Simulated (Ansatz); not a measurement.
# Si2O2: energies up the ladder

Wanted for Si2O2: energies up the ladder.

Method: the levels named in each step, in Ansatz 0.2.0.

## Step 1: The structure to begin with

Bond lengths: O1–Si2 1.692 Å, Si2–O3 1.692 Å, O1–Si4 1.692 Å, O3–Si4 1.692 Å. Angles: O1–Si2–O3 87.7°, Si2–O1–Si4 92.3°, Si2–O3–Si4 92.3°, O1–Si4–O3 87.7°.

As a file:

```xyz
4

O    -0.2424   -1.1469    0.0091
Si   -1.1911    0.2524    0.0810
O     0.2424    1.1469   -0.0091
Si    1.1911   -0.2524   -0.0810
```

## Step 2: Single point, PBE-D4/def2-TZVPP

Input file input.yaml:

```yaml
crystal:
  periodic: [false, false, false]
  atoms:
    - { symbol: O, position_ang: [-0.24240482, -1.14686533, 0.00906479] }
    - { symbol: Si, position_ang: [-1.19107535, 0.25240309, 0.08095504] }
    - { symbol: O, position_ang: [0.24240982, 1.14689535, -0.00906438] }
    - { symbol: Si, position_ang: [1.19108036, -0.25237312, -0.08095545] }
basis:
  gaussian: { orbitals: def2-TZVPP }
hamiltonian:
  xc: pbe
  dispersion: d4
```

Started as:

```
ansatz run input.yaml --threads 4 --pin off --max-ram 10240MiB --backend cpu --events-out ev --progress --plain --runs-dir out
```

What it wrote:

```text
Warning: RAYON_NUM_THREADS=4 ignored (pool sized by the plan → 4); use --threads N
Engine: ansatz 0.2.0, x86_64-unknown-linux-gnu
Functional definition: PBE
  parameter kappa = 0.804
  parameter beta = 0.06672455060314922
  exchange = pbe_x(kappa = kappa, mu = beta*pi^2/3)
  correlation = pbe_c(beta = beta)
878 factors; their error is unknown
mean field evaluation 1: about -19828.6359 eV, gradient 8.9e1 eV
mean field evaluation 2: about -19651.8114 eV, gradient 2.4e2 eV
mean field evaluation 4: about -19841.6577 eV, gradient 8.5e0 eV
mean field evaluation 8: about -19841.7695 eV, gradient 1.3e-1 eV
mean field evaluation 16: about -19841.7379 eV, gradient 6.1e-5 eV
mean field -19841.73787018 eV, -729.1704175160 hartree, gradient 4.4e-6 eV, S^2 0.000000; 0 other end points of the search recorded, 0 dependent functions left out
reference -19841.73790159 eV, -729.1704186703 hartree; 22, 22 occupied and 124, 124 virtual orbitals, 878 factors
Total energy: -19841.86779598 eV, -729.1751922012 hartree
```

Wall time 1.4 s (4 threads of Intel Xeon at 2.70GHz, shared host); peak memory 0.18 GiB.

## Step 3: Single point, r2SCAN-D4/def2-TZVPP

Edit input.yaml of step 2 so:

```diff
@@ -10,3 +10,3 @@
 hamiltonian:
-  xc: pbe
+  xc: r2scan
   dispersion: d4
```

Started as:

```
ansatz run input.yaml --threads 4 --pin off --max-ram 10240MiB --backend cpu --events-out ev --progress --plain --runs-dir out
```

What it wrote:

```text
Warning: RAYON_NUM_THREADS=4 ignored (pool sized by the plan → 4); use --threads N
Engine: ansatz 0.2.0, x86_64-unknown-linux-gnu
Functional definition: r2SCAN
  parameter k0 = 0.174
  parameter k1 = 0.065
  parameter a1 = 4.9479
  exchange = r2scan_x(k0 = k0, k1 = k1, a1 = a1)
  correlation = r2scan_c
878 factors; their error is unknown
mean field evaluation 1: about -19839.1718 eV, gradient 8.3e1 eV
mean field evaluation 2: about -19741.5054 eV, gradient 2.0e2 eV
mean field evaluation 4: about -19850.3825 eV, gradient 3.7e0 eV
mean field evaluation 8: about -19850.4035 eV, gradient 7.0e-2 eV
mean field evaluation 16: about -19850.3717 eV, gradient 3.8e-5 eV
mean field -19850.37169474 eV, -729.4877047166 hartree, gradient 3.3e-5 eV, S^2 0.000000; 0 other end points of the search recorded, 0 dependent functions left out
reference -19850.37170385 eV, -729.4877050513 hartree; 22, 22 occupied and 124, 124 virtual orbitals, 878 factors
Total energy: -19850.39735502 eV, -729.4886477145 hartree
```

It took 2.1 s on 4 threads of Intel Xeon at 2.70GHz, shared host; peak memory 0.2 GiB.

## Step 4: Single point, B3LYP-D4/def2-TZVPP

Edit input.yaml of step 3 so:

```diff
@@ -10,3 +10,3 @@
 hamiltonian:
-  xc: r2scan
+  xc: { name: B3LYP }
   dispersion: d4
```

Started as:

```
ansatz run input.yaml --threads 4 --pin off --max-ram 10240MiB --backend cpu --events-out ev --progress --plain --runs-dir out
```

What it wrote:

```text
Warning: RAYON_NUM_THREADS=4 ignored (pool sized by the plan → 4); use --threads N
Engine: ansatz 0.2.0, x86_64-unknown-linux-gnu
Functional definition: B3LYP
  parameter a0 = 0.2
  parameter ax = 0.72
  parameter ac = 0.81
  exchange = (1 - a0 - ax)*slater_x + ax*b88_x + a0*exact_x
  correlation = (1 - ac)*vwn_rpa_c + ac*lyp_c
884 factors; their error is unknown
mean field evaluation 1: about -19843.3087 eV, gradient 8.4e1 eV
mean field evaluation 2: about -19758.0241 eV, gradient 1.9e2 eV
mean field evaluation 4: about -19854.8445 eV, gradient 4.0e0 eV
mean field evaluation 8: about -19854.8718 eV, gradient 4.0e-2 eV
mean field evaluation 16: about -19854.8985 eV, gradient 2.5e-5 eV
mean field -19854.89845799 eV, -729.6540601975 hartree, gradient 2.5e-5 eV, S^2 0.000000; 0 other end points of the search recorded, 0 dependent functions left out
reference -19854.89866085 eV, -729.6540676526 hartree; 22, 22 occupied and 124, 124 virtual orbitals, 884 factors
Total energy: -19855.11531694 eV, -729.6620296169 hartree
```

It took 1.6 s on 4 threads of Intel Xeon at 2.70GHz, shared host; peak memory 0.29 GiB.

## Step 5: Single point, wB97M-V/def2-TZVPP

Edit input.yaml of step 4 so:

```diff
@@ -10,3 +10,2 @@
 hamiltonian:
-  xc: { name: B3LYP }
-  dispersion: d4
+  xc: { name: wB97M-V }
```

Started as:

```
ansatz run input.yaml --threads 4 --pin off --max-ram 10240MiB --backend cpu --events-out ev --progress --plain --runs-dir out
```

What it wrote:

```text
Warning: RAYON_NUM_THREADS=4 ignored (pool sized by the plan → 4); use --threads N
Engine: ansatz 0.2.0, x86_64-unknown-linux-gnu
Functional definition: wB97M-V
  parameter omega = 0.3/bohr
  parameter cx = 0.15
  parameter cx01 = 1.007
  parameter cx10 = 0.259
  parameter css00 = 0.443
  parameter css04 = -1.437
  parameter css10 = -4.535
  parameter css20 = -3.390
  parameter css43 = 4.278
  parameter cos00 = 1.000
  parameter cos10 = 1.358
  parameter cos20 = 2.924
  parameter cos21 = -8.812
  parameter cos60 = -1.390
  parameter cos61 = 9.142
  parameter b = 6.0
  parameter c = 0.01
  gx(w, u) = 1 - cx + cx01*u + cx10*w
  gss(w, u) = css00 + css04*u^4 + css10*w + css20*w^2 + css43*w^4*u^3
  gos(w, u) = cos00 + cos10*w + (cos20 + cos21*u)*w^2 + (cos60 + cos61*u)*w^6
  exchange = spin_sum(e_x_unif_sr(omega)*gx(b97_w, b97_u_x)) + cx*exact_x_sr(omega) + exact_x_lr(omega)
  correlation = spin_sum(e_c_pw_mod_same_spin*gss(b97_w, b97_u_same))
      + integral(e_c_pw_mod_opposite_spin*gos(b97_w_opposite, b97_u_opposite)) + vv10(b, c)
884 factors; their error is unknown
158 factors; integrals over basis functions are off by at most 2.1e-5 eV
mean field evaluation 1: about -19843.6808 eV, gradient 7.2e1 eV
mean field evaluation 2: about -19838.7629 eV, gradient 9.2e1 eV
mean field evaluation 4: about -19852.4635 eV, gradient 5.7e-1 eV
mean field evaluation 8: about -19852.4841 eV, gradient 8.9e-2 eV
mean field evaluation 16: about -19852.4841 eV, gradient 1.5e-5 eV
mean field -19852.48412750 eV, -729.5653351884 hartree, gradient 1.4e-5 eV, S^2 0.000000; 0 other end points of the search recorded, 0 dependent functions left out
reference -19852.48416448 eV, -729.5653365474 hartree; 22, 22 occupied and 124, 124 virtual orbitals, 884 factors
Total energy: -19852.48416448 eV, -729.5653365474 hartree
```

It took 4.1 s on 4 threads of Intel Xeon at 2.70GHz, shared host; peak memory 0.38 GiB.

## Step 6: Single point, B2PLYP/def2-TZVPP

Edit input.yaml of step 5 so:

```diff
@@ -10,2 +10,2 @@
 hamiltonian:
-  xc: { name: wB97M-V }
+  xc: { name: B2PLYP }
```

Started as:

```
ansatz run input.yaml --threads 4 --pin off --max-ram 10240MiB --backend cpu --events-out ev --progress --plain --runs-dir out
```

What it wrote:

```text
Warning: RAYON_NUM_THREADS=4 ignored (pool sized by the plan → 4); use --threads N
Engine: ansatz 0.2.0, x86_64-unknown-linux-gnu
Functional definition: B2PLYP
  parameter a = 0.53
  parameter c = 0.27
  exchange = (1 - a)*b88_x + a*exact_x
  correlation = (1 - c)*lyp_c + c*(mp2_os + mp2_ss)
906 factors; integrals over basis functions are off by at most 7.4e-4 eV
mean field evaluation 1: about -19830.7830 eV, gradient 7.0e1 eV
mean field evaluation 2: about -19831.0581 eV, gradient 7.0e1 eV
mean field evaluation 4: about -19839.1966 eV, gradient 2.8e0 eV
mean field evaluation 8: about -19839.2571 eV, gradient 1.2e-1 eV
mean field evaluation 16: about -19839.2571 eV, gradient 2.5e-5 eV
mean field -19839.25713045 eV, -729.0792520127 hartree, gradient 2.1e-6 eV, S^2 0.000000; 0 other end points of the search recorded, 0 dependent functions left out
12 core orbitals not correlated: weight in the atoms' cores, before any rotation towards them, 1.000 or more for the frozen orbitals, at most 0.000 for the correlated occupied ones
reference -19839.25725920 eV, -729.0792567440 hartree; 10, 10 occupied and 124, 124 virtual orbitals, 906 factors
second order -21.77151230 eV of doubles, -0.00000000 eV of singles
Total energy: -19845.13556752 eV, -729.2952805903 hartree
```

Run time: 2.5 s. Hardware: 4 threads of Intel Xeon at 2.70GHz, shared host; peak memory 0.27 GiB.

## Step 7: Single point, LDA/def2-TZVPP

Edit input.yaml of step 6 so:

```diff
@@ -10,2 +10,2 @@
 hamiltonian:
-  xc: { name: B2PLYP }
+  xc: lda
```

Started as:

```
ansatz run input.yaml --threads 4 --pin off --max-ram 10240MiB --backend cpu --events-out ev --progress --plain --runs-dir out
```

What it wrote:

```text
Warning: RAYON_NUM_THREADS=4 ignored (pool sized by the plan → 4); use --threads N
Engine: ansatz 0.2.0, x86_64-unknown-linux-gnu
Functional definition: SPW92
  exchange = slater_x
  correlation = pw_c
878 factors; their error is unknown
mean field evaluation 1: about -19749.9541 eV, gradient 8.8e1 eV
mean field evaluation 2: about -19625.1400 eV, gradient 2.3e2 eV
mean field evaluation 4: about -19762.7155 eV, gradient 4.7e0 eV
mean field evaluation 8: about -19762.7546 eV, gradient 1.2e-1 eV
mean field evaluation 16: about -19762.7230 eV, gradient 5.4e-5 eV
mean field -19762.72304315 eV, -726.2666761808 hartree, gradient 5.4e-5 eV, S^2 0.000000; 0 other end points of the search recorded, 0 dependent functions left out
reference -19762.72307247 eV, -726.2666772583 hartree; 22, 22 occupied and 124, 124 virtual orbitals, 878 factors
Total energy: -19762.72307247 eV, -726.2666772583 hartree
```

Wall time 0.74 s (4 threads of Intel Xeon at 2.70GHz, shared host); peak memory 0.17 GiB.

## Step 8: Single point, PBE0-D4/def2-SVP

Edit input.yaml of step 7 so:

```diff
@@ -8,4 +8,5 @@
 basis:
-  gaussian: { orbitals: def2-TZVPP }
+  gaussian: { orbitals: def2-SVP }
 hamiltonian:
-  xc: lda
+  xc: pbe0
+  dispersion: d4
```

Started as:

```
ansatz run input.yaml --threads 4 --pin off --max-ram 10240MiB --backend cpu --events-out ev --progress --plain --runs-dir out
```

What it wrote:

```text
Warning: RAYON_NUM_THREADS=4 ignored (pool sized by the plan → 4); use --threads N
Engine: ansatz 0.2.0, x86_64-unknown-linux-gnu
Functional definition: PBE0
  parameter a = 0.25
  parameter kappa = 0.804
  parameter beta = 0.06672455060314922
  exchange = (1 - a)*pbe_x(kappa = kappa, mu = beta*pi^2/3) + a*exact_x
  correlation = pbe_c(beta = beta)
584 factors; integrals over basis functions are off by at most 7.2e-4 eV
mean field evaluation 1: about -19823.7077 eV, gradient 6.7e1 eV
mean field evaluation 2: about -19764.3478 eV, gradient 1.5e2 eV
mean field evaluation 4: about -19831.7832 eV, gradient 2.6e0 eV
mean field evaluation 8: about -19831.8168 eV, gradient 1.0e-1 eV
mean field evaluation 16: about -19831.8169 eV, gradient 2.7e-5 eV
mean field -19831.81686093 eV, -728.8058271510 hartree, gradient 8.0e-6 eV, S^2 0.000000; 0 other end points of the search recorded, 0 dependent functions left out
reference -19831.81688300 eV, -728.8058279621 hartree; 22, 22 occupied and 42, 42 virtual orbitals, 584 factors
Total energy: -19831.92431352 eV, -728.8097759609 hartree
```

Wall time 0.62 s (4 threads of Intel Xeon at 2.70GHz, shared host); peak memory 0.12 GiB.

## Step 9: Single point, PBE-D4/def2-SVP

Edit input.yaml of step 8 so:

```diff
@@ -10,3 +10,3 @@
 hamiltonian:
-  xc: pbe0
+  xc: pbe
   dispersion: d4
```

Started as:

```
ansatz run input.yaml --threads 4 --pin off --max-ram 10240MiB --backend cpu --events-out ev --progress --plain --runs-dir out
```

What it wrote:

```text
Warning: RAYON_NUM_THREADS=4 ignored (pool sized by the plan → 4); use --threads N
Engine: ansatz 0.2.0, x86_64-unknown-linux-gnu
Functional definition: PBE
  parameter kappa = 0.804
  parameter beta = 0.06672455060314922
  exchange = pbe_x(kappa = kappa, mu = beta*pi^2/3)
  correlation = pbe_c(beta = beta)
678 factors; their error is unknown
mean field evaluation 1: about -19819.9086 eV, gradient 7.8e1 eV
mean field evaluation 2: about -19720.5713 eV, gradient 2.0e2 eV
mean field evaluation 4: about -19830.7070 eV, gradient 2.8e0 eV
mean field evaluation 8: about -19830.7339 eV, gradient 3.1e-2 eV
mean field -19830.66992019 eV, -728.7636778563 hartree, gradient 5.9e-5 eV, S^2 0.000000; 0 other end points of the search recorded, 0 dependent functions left out
reference -19830.66994932 eV, -728.7636789268 hartree; 22, 22 occupied and 42, 42 virtual orbitals, 678 factors
Total energy: -19830.79984372 eV, -728.7684524577 hartree
```

Run time: 0.51 s. Hardware: 4 threads of Intel Xeon at 2.70GHz, shared host; peak memory 0.11 GiB.

## Step 10: Single point, CCSD(T)/def2-TZVPP

Edit input.yaml of step 9 so:

```diff
@@ -8,5 +8,4 @@
 basis:
-  gaussian: { orbitals: def2-SVP }
-hamiltonian:
-  xc: pbe
-  dispersion: d4
+  gaussian: { orbitals: def2-TZVPP }
+correlation:
+  method: ccsd_t
```

Started as:

```
ansatz run input.yaml --threads 4 --pin off --max-ram 10240MiB --backend cpu --events-out ev --progress --plain --runs-dir out
```

What it wrote:

```text
Warning: RAYON_NUM_THREADS=4 ignored (pool sized by the plan → 4); use --threads N
Engine: ansatz 0.2.0, x86_64-unknown-linux-gnu
Functional definition: HF
  exchange = exact_x
  correlation = 0
906 factors; integrals over basis functions are off by at most 7.4e-4 eV
mean field evaluation 1: about -19798.1419 eV, gradient 5.4e1 eV
mean field evaluation 2: about -19798.4687 eV, gradient 5.5e1 eV
mean field evaluation 4: about -19803.9414 eV, gradient 2.8e0 eV
mean field evaluation 8: about -19804.0193 eV, gradient 1.3e-1 eV
mean field evaluation 16: about -19800.7949 eV, gradient 4.1e1 eV
mean field -19804.01938108 eV, -727.7842886082 hartree, gradient 5.0e-6 eV, S^2 0.000000; 0 other end points of the search recorded, 0 dependent functions left out; unrestricted orbitals would lower it
12 core orbitals not correlated: weight in the atoms' cores, before any rotation towards them, 1.000 or more for the frozen orbitals, at most 0.000 for the correlated occupied ones
reference -19804.01938108 eV, -727.7842886082 hartree; 10, 10 occupied and 124, 124 virtual orbitals, 906 factors
second order -17.68450433 eV of doubles, -0.00000000 eV of singles
cycle   1  -17.35295724 eV  change    3.3e-1 eV  update   1.2e-1
cycle   2  -17.91452555 eV  change   -5.6e-1 eV  update   4.3e-2
cycle   3  -18.06784892 eV  change   -1.5e-1 eV  update   2.2e-2
cycle   4  -18.04255158 eV  change    2.5e-2 eV  update   4.5e-3
cycle   5  -18.04214092 eV  change    4.1e-4 eV  update   1.8e-3
cycle   6  -18.04315381 eV  change   -1.0e-3 eV  update   5.1e-4
cycle   7  -18.04263967 eV  change    5.1e-4 eV  update   2.1e-4
cycle   8  -18.04260551 eV  change    3.4e-5 eV  update   6.2e-5
cycle   9  -18.04264284 eV  change   -3.7e-5 eV  update   2.8e-5
cycle  10  -18.04262878 eV  change    1.4e-5 eV  update   9.7e-6
perturbative correction -0.81603127 eV, -0.0299885959 hartree
Total energy: -19822.87804112 eV, -728.4773315819 hartree
```

Wall time 5 s (4 threads of Intel Xeon at 2.70GHz, shared host); peak memory 0.57 GiB.

## Step 11: Single point, CCSD(T)/def2-QZVPP

Edit input.yaml of step 10 so:

```diff
@@ -8,3 +8,3 @@
 basis:
-  gaussian: { orbitals: def2-TZVPP }
+  gaussian: { orbitals: def2-QZVPP.json }
 correlation:
```

Started as:

```
ansatz run input.yaml --threads 4 --pin off --max-ram 10240MiB --backend cpu --events-out ev --progress --plain --runs-dir out
```

What it wrote:

```text
Warning: RAYON_NUM_THREADS=4 ignored (pool sized by the plan → 4); use --threads N
Engine: ansatz 0.2.0, x86_64-unknown-linux-gnu
Functional definition: HF
  exchange = exact_x
  correlation = 0
1556 factors; integrals over basis functions are off by at most 7.2e-4 eV
mean field evaluation 1: about -19798.7844 eV, gradient 5.6e1 eV
mean field evaluation 2: about -19798.9159 eV, gradient 5.6e1 eV
mean field evaluation 4: about -19804.6410 eV, gradient 3.0e0 eV
mean field evaluation 8: about -19804.7034 eV, gradient 1.3e-1 eV
mean field evaluation 16: about -19801.5673 eV, gradient 4.3e1 eV
mean field -19804.70353773 eV, -727.8094309014 hartree, gradient 1.2e-6 eV, S^2 0.000000; 0 other end points of the search recorded, 0 dependent functions left out; unrestricted orbitals would lower it
12 core orbitals not correlated: weight in the atoms' cores, before any rotation towards them, 1.000 or more for the frozen orbitals, at most 0.000 for the correlated occupied ones
reference -19804.70353773 eV, -727.8094309014 hartree; 10, 10 occupied and 232, 232 virtual orbitals, 1556 factors
second order -19.12990772 eV of doubles, -0.00000000 eV of singles
cycle   1  -18.58198619 eV  change    5.5e-1 eV  update   1.2e-1
cycle   2  -19.15902481 eV  change   -5.8e-1 eV  update   4.4e-2
cycle   3  -19.31569858 eV  change   -1.6e-1 eV  update   2.2e-2
cycle   4  -19.28698068 eV  change    2.9e-2 eV  update   4.7e-3
cycle   5  -19.28529782 eV  change    1.7e-3 eV  update   1.8e-3
cycle   6  -19.28661016 eV  change   -1.3e-3 eV  update   5.3e-4
cycle   7  -19.28615451 eV  change    4.6e-4 eV  update   2.2e-4
cycle   8  -19.28607561 eV  change    7.9e-5 eV  update   6.5e-5
cycle   9  -19.28611444 eV  change   -3.9e-5 eV  update   2.8e-5
cycle  10  -19.28610736 eV  change    7.1e-6 eV  update   1.0e-5
perturbative correction -0.92477024 eV, -0.0339846794 hartree
Total energy: -19824.91441533 eV, -728.5521669536 hartree
```

Wall time 26 s (4 threads of Intel Xeon at 2.70GHz, shared host); peak memory 2.6 GiB.

## Step 12: Extrapolation to the basis-set limit

CCSD(T)/CBS estimate, frozen core: CCSD(T) correlation extrapolated, from def2-TZVPP and def2-QZVPP: mean field -19804.7978 eV, total -19826.0103 eV. The exponents are 7.88 (mean field) and 2.97 (correlation).

## Step 13: Total energies

| level | energy (eV) | CPU time |
| --- | --- | --- |
| PBE-D4/def2-TZVPP | -19841.8678 | 4 s |
| r2SCAN-D4/def2-TZVPP | -19850.3974 | 6.4 s |
| B3LYP-D4/def2-TZVPP | -19855.1153 | 4.9 s |
| wB97M-V/def2-TZVPP | -19852.4842 | 14 s |
| B2PLYP/def2-TZVPP | -19845.1356 | 8.1 s |
| LDA/def2-TZVPP | -19762.7231 | 2 s |
| PBE0-D4/def2-SVP | -19831.9243 | 1.7 s |
| PBE-D4/def2-SVP | -19830.7998 | 1.4 s |
| CCSD(T)/def2-TZVPP | -19822.8780 | 16 s |
| CCSD(T)/def2-QZVPP | -19824.9144 | 94 s |
| CCSD(T)/CBS | -19826.0103 | - |

## Step 14: Outcome

```
             quantity          value
energy at CCSD(T)/CBS  -19826.010 eV
```

**Reading.** These totals serve in differences with atoms or fragments at the same level; alone they don't rank the methods.
